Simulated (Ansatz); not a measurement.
# CH5NbO4: small, medium and large basis sets

Aim: see how fast density functionals converge with the basis set for CH5NbO4.

Program: Ansatz 0.2.0, Gaussian basis. Level of theory: one geometry, several basis sets. These are calculated values, not measurements.

Plan: PBE0-D4/def2-SVP; ωB97M-V/def2-SVP; PBE0-D4/def2-QZVPP; ωB97M-V/def2-QZVPP; the functionals' def2-TZVPP values are taken from earlier runs.

### 1 The geometry

An earlier PBE0-D4 in a triple-zeta def2 set relaxation fixed the geometry. Nb takes the def2 core potential; no spin-orbit term is included.

SMILES `C[O][Nb](=[O])([OH])[OH]`, 11 atoms, charge 0, spin multiplicity 1.

Atoms are counted from 1 here; the program's logs count them from 0.

Bond lengths: C1–O2 1.401 Å, C1–H7 1.095 Å, C1–H8 1.094 Å, C1–H9 1.094 Å, O2–Nb3 1.879 Å, Nb3–O4 1.699 Å, Nb3–O5 1.905 Å, Nb3–O6 1.910 Å, O5–H10 0.958 Å, O6–H11 0.958 Å. Angles: O2–C1–H7 111.2°, O2–C1–H8 109.6°, O2–C1–H9 109.5°, H7–C1–H8 108.9°, H7–C1–H9 109.0°, H8–C1–H9 108.6°, C1–O2–Nb3 141.6°, O2–Nb3–O4 108.5°, O2–Nb3–O5 108.6°, O2–Nb3–O6 110.9°, O4–Nb3–O5 110.1°, O4–Nb3–O6 107.4°, O5–Nb3–O6 111.2°, Nb3–O5–H10 128.9°, Nb3–O6–H11 129.5°.

### 2 PBE0-D4 in def2-SVP

File in.yaml:

```yaml
crystal:
  periodic: [false, false, false]
  atoms:
    - {symbol: C, position_ang: [-0.436183, -0.941996, 1.818377]}
    - {symbol: O, position_ang: [-0.570193, -0.188603, 0.644842]}
    - {symbol: Nb, position_ang: [0.386436, 0.340712, -0.883507]}
    - {symbol: O, position_ang: [1.964295, -0.279799, -0.774528]}
    - {symbol: O, position_ang: [0.434308, 2.244111, -0.943024]}
    - {symbol: O, position_ang: [-0.402320, -0.380373, -2.466482]}
    - {symbol: H, position_ang: [0.573760, -1.353704, 1.910710]}
    - {symbol: H, position_ang: [-1.155557, -1.765772, 1.810173]}
    - {symbol: H, position_ang: [-0.642370, -0.307686, 2.685137]}
    - {symbol: H, position_ang: [1.194621, 2.826479, -0.957970]}
    - {symbol: H, position_ang: [-1.281596, -0.250569, -2.823229]}
basis:
  gaussian: {orbitals: def2-SVP}
hamiltonian: {xc: pbe0, dispersion: d4}
output: {orbitals: {seedname: orbitals}}
```

Launch:

```console
> ansatz run in.yaml --threads 4 --pin off --events-out ev --progress --plain --max-ram 11315MiB
```

Further steps of the session: ωB97M-V in def2-SVP; PBE0-D4 in def2-QZVPP; ωB97M-V in def2-QZVPP.

Before running them: what should the planned runs give, taken together? Wanted: PBE0-D4: double and triple zeta above quadruple; ωB97M-V: double and triple zeta above quadruple.

The runs gave:

| quantity | value |
| --- | --- |
| PBE0-D4: double and triple zeta above quadruple | 12.34, 0.61 eV |
| ωB97M-V: double and triple zeta above quadruple | 12.62, 0.59 eV |

In words: PBE0-D4 gains 11.72 eV from double to triple zeta, then 0.61 eV more. Total energies overstate the basis error of differences, where much of it tends to cancel. The LUMO of ωB97M-V is positive and keeps falling with the basis (1.04 to 0.40 eV): an unbound level that the basis holds in place.
